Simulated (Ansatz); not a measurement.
# Be3Se2O: the cost of one run

Computed with Ansatz 0.2.0 (DFT PBE, scalar-relativistic, plane waves, PAW, unless a step names another level, unless a step's input says otherwise).

3 further runs of the same task are left out: 3 that didn't finish.

### Step 1. The starting structure

Symmetry: Cmc2_1, No. 36, orthorhombic system. The conventional cell has a = 10.147 Å, b = 5.740 Å, c = 5.442 Å, α = 90.00°, β = 90.00°, γ = 90.00°. Be (site symmetry 1) has 1 O at 1.67 Å and 3 Se at 2.23 to 2.26 Å as nearest neighbours. Around Be (site symmetry m) lie 2 O at 1.74 to 1.80 Å and 2 Se at 2.26 Å. Se (site symmetry 1) has 4 Be at 2.23 to 2.26 Å as nearest neighbours. Around O (site symmetry m) lie 4 Be at 1.67 to 1.80 Å.

As a file:

```xyz
12
Lattice="5.0735 -2.8700 0.0000 5.0735 2.8700 0.0000 0.0000 0.0000 5.4420" Properties=species:S:1:pos:R:3 pbc="T T T"
Be    6.4317   -1.1745    2.2499
Be    3.7153   -1.1745    2.2499
Be    5.0735    2.2422    1.7858
Be    6.4317    1.1745    4.9709
Be    3.7153    1.1745    4.9709
Be    5.0735   -2.2422    4.5068
Se    6.6928   -1.0073    0.0392
Se    6.6928    1.0073    2.7602
Se    3.4542    1.0073    2.7602
Se    3.4542   -1.0073    0.0392
O     5.0735   -2.0284    2.7199
O     5.0735    2.0284    5.4409
```

It came out lowest among 34 distinct ends of the trial cells. At a tolerance of 0.02 Å it has space group Cmc2_1 (No. 36).

### Step 2. Kick test: the unmoved cell on a coarse mesh

input.yaml reads:

```yaml
crystal:
  lattice:
    - [0.0, 0.0, -5.4419810031]
    - [0.0, 5.7400315742, 0.0]
    - [5.0734802465, -2.8700157871, 0.0]
  atoms:
    - { symbol: Be, position: [0.5865728356, 0.4292338468, 0.2677067867] }
    - { symbol: Be, position: [0.5865728356, 0.1615270601, 0.7322932133] }
    - { symbol: Be, position: [0.6718497446, 0.8906179646, 0.0] }
    - { symbol: Be, position: [0.0865728356, 0.8384729399, 0.2677067867] }
    - { symbol: Be, position: [0.0865728356, 0.5707661532, 0.7322932133] }
    - { symbol: Be, position: [0.1718497446, 0.1093820354, 0.0] }
    - { symbol: Se, position: [0.9927994698, 0.484098228, 0.3191654977] }
    - { symbol: Se, position: [0.4927994698, 0.8350672697, 0.3191654977] }
    - { symbol: Se, position: [0.4927994698, 0.515901772, 0.6808345023] }
    - { symbol: Se, position: [0.9927994698, 0.1649327303, 0.6808345023] }
    - { symbol: O, position: [0.5002056445, 0.1466148966, 0.0] }
    - { symbol: O, position: [0.0002056445, 0.8533851034, 0.0] }
basis:
  ecutwfc: 420
kpoints:
  mp_grid: { grid: [4, 4, 4] }
hamiltonian:
  xc: pbe
scf:
  occupations: { method: gaussian, width: 0.1 }
  lower_state_search: "off"
output:
  forces: true
  stress: true
  eigenvalues: true
```

On the command line:

```
$ ansatz run input.yaml --threads 1 --pin off --max-ram 2560MiB --backend cpu --events-out ev --progress --plain --runs-dir out
```

**Question.** How long does this run take on 1 thread of Intel Xeon Platinum 8259CL at 2.50GHz (Skylake/Cascade Lake), shared host, and how much memory does it need?

About 14 s, with a peak of 0.49 GiB.
